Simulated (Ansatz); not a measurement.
# ZnO, space group P6_3mc: a convergence test of the plane-wave cutoff

With the Python package of Ansatz (0.2.0).

Interactive session:
```pycon
>>> import csv
>>> import ansatz as az
>>> system = (
...     az.Lattice.from_parameters(3.249308, 3.249308, 5.205709, alpha=90, beta=90, gamma=120)
...     .space_group(186)
...     .atom("Zn", [1 / 3, 2 / 3, 0.5])
...     .atom("O", [2 / 3, 1 / 3, 0.37901])
... )
>>> system.resolved().tree()["lattice"]
((3.249308, 0.0, 0.0), (-1.6246539999999994, 2.813983272720007, 0.0), (3.1875774320712845e-16, 5.521046065407394e-16, 5.205709))
>>> calc = system.calculation().functional("pbe").kpoints(12, 12, 4).occupations("fixed")
>>> rows = []
>>> for value in [250, 300, 350, 400]:
...     data = calc.basis(value).run().report
...     rows.append((value, data["free_energy_ev"] / len(data["lattice"]["sites"]), data["n_iterations"], data["n_pw"]))
...
DeckWarning: basis.ecutwfc = 250 eV is below the records' recommended 420 eV, and the density's cutoff is lower with it unless basis.ecutrho_ratio is high enough to keep the records' density cutoff: compare with a run at a higher cutoff
DeckWarning: basis.ecutrho_ratio 4 (ecutrho = 1000 eV, dense FFT grid 18×18×27): the grid does not resolve the core-correction charge of O (measure 0.12 e/Å^2.5); warned from 0.08. The energy and each atom's force then go with where the atoms sit on the grid: on a 12-atom cubic HfO2 cell under PBE a rigid shift of all atoms moved the force on Hf by 0.18 eV/Å at 0.48, by 0.036 at 0.24 and by 0.007 [...]
DeckWarning: basis.ecutwfc = 300 eV is below the records' recommended 420 eV, and the density's cutoff is lower with it unless basis.ecutrho_ratio is high enough to keep the records' density cutoff: compare with a run at a higher cutoff
DeckWarning: basis.ecutwfc = 350 eV is below the records' recommended 420 eV, and the density's cutoff is lower with it unless basis.ecutrho_ratio is high enough to keep the records' density cutoff: compare with a run at a higher cutoff
DeckWarning: basis.ecutwfc = 400 eV is below the records' recommended 420 eV, and the density's cutoff is lower with it unless basis.ecutrho_ratio is high enough to keep the records' density cutoff: compare with a run at a higher cutoff
>>> with open("ecut.csv", "w", newline="") as handle:
...     writer = csv.writer(handle)
...     writer.writerow(["cutoff (eV)", "F/atom (eV)", "iterations", "plane waves"])
...     writer.writerows([round(v, 5) if isinstance(v, float) else v for v in row] for row in rows)
...
48
>>> # the last row is the reference
>>> for row in rows[:-1]:
...     shift = 1000 * (row[1] - rows[-1][1])
...     print(f"{row[0]}: {shift:+.2f} meV/atom" + ("  (within 2 meV)" if abs(shift) < 2 else ""))
...
250: +1375.36 meV/atom
300: +253.44 meV/atom
350: +44.69 meV/atom
```

File `ecut.csv` afterwards:
```csv
cutoff (eV),F/atom (eV),iterations,plane waves
250,-1942.03562,8,403
300,-1943.15754,7,573
350,-1943.36629,6,699
400,-1943.41098,6,857
```

The structure is a deposited one; some such entries were measured under pressure or heat, so a shift against it needn't be the functional's error alone. Warnings are shown shortened and without file and line. Shifts are counted from the last row, which is itself no proven limit. Hardware and time: 16 s on 1 thread of Arm Neoverse V1, on a shared host, peak memory 0.39 GiB.
